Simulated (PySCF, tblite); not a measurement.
# C₇H₅F₃: geometry, infrared bands and NMR shifts

Aim: predict the infrared bands and NMR shifts of C₇H₅F₃ (`CC#CC#CCC(F)(F)F`).

The runs use tblite 0.8.0 and PySCF 2.14.0, with density-fitted response routines of our own; the level of theory stands in each step. All values are computed, except where a source is named. Atoms count from 0, in the outputs and in this text.

### Step 1. Starting geometry

15 atoms, charge 0, multiplicity 1; geometry from: force field or distance geometry start.

Bonds of the start (Å): C0–C1 1.45, C1–C2 1.21, C2–C3 1.53, C3–C4 1.20, C4–C5 1.47, C5–C6 1.52, C6–F7 1.36, C6–F8 1.35, C6–F9 1.35, C0–H10 1.10, C0–H11 1.10, C0–H12 1.10, C5–H13 1.10, C5–H14 1.09.

### Step 2. Optimising the geometry with GFN2-xTB

The job: settings as JSON, then the geometry in Å.

```
{"job": {"kind": "relax", "xc": "GFN2-xTB", "basis": "xTB"}, "charge": 0, "multiplicity": 1}
C     -4.285900    -0.143000     0.474800
C     -2.849700    -0.207900     0.289800
C     -1.645300    -0.274100     0.158900
C     -0.128700    -0.336200    -0.037000
C      1.061500    -0.401800    -0.164100
C      2.516600    -0.471700    -0.350500
C      3.242200     0.746900     0.201900
F      4.583600     0.625800     0.018900
F      3.044600     0.886600     1.534600
F      2.849400     1.882800    -0.402000
H     -4.551400     0.133200     1.502200
H     -4.765500    -1.108300     0.259000
H     -4.736200     0.608900    -0.183200
H      2.908700    -1.371300     0.144300
H      2.751600    -0.561900    -1.411900
```

Command:

```
> OMP_NUM_THREADS=1 python probes_run.py task.json out
```

This one command runs all jobs of the session in turn.

**Question.** This job is followed by: GFN2-xTB harmonic vibrations, gas phase; GIAO PBE0/pcSseg-1 NMR shielding, non-relativistic, gas phase. Predict these results of the whole session: strongest single infrared mode (GFN2-xTB); zero-point energy (GFN2-xTB); 13C shifts against TMS (PBE0/pcSseg-1); 1H shifts against TMS (PBE0/pcSseg-1, means over atoms taken as alike); 19F shifts against CFCl3 (PBE0/pcSseg-1, means over atoms taken as alike).

The runs gave:

```
                                                                 quantity                                         value
                                strongest single infrared mode (GFN2-xTB)                         1049 cm⁻¹, 342 km/mol
                                             zero-point energy (GFN2-xTB)                                 60.2 kcal/mol
                                   13C shifts against TMS (PBE0/pcSseg-1)  134.3, 82.1, 78.7, 71.9, 69.6, 30.1, 5.3 ppm
   1H shifts against TMS (PBE0/pcSseg-1, means over atoms taken as alike)                                3.15, 2.16 ppm
19F shifts against CFCl3 (PBE0/pcSseg-1, means over atoms taken as alike)                                     -79.1 ppm
```

What this shows: The optimisation took 53 steps and gained 0.568 eV; among the close pairs (by a distance rule), C2–C3 changed most, from 1.530 to 1.358 Å. The lowest mode is imaginary (24i cm⁻¹), so the xTB geometry is not a minimum. GFN2-xTB is a fitted tight-binding method: band positions and strengths are rough. Its intensities can rank the bands wrongly. At PBE0/pcSseg-1: The largest span, 276 ppm, is at C1, where the paramagnetic term is -166 ppm.
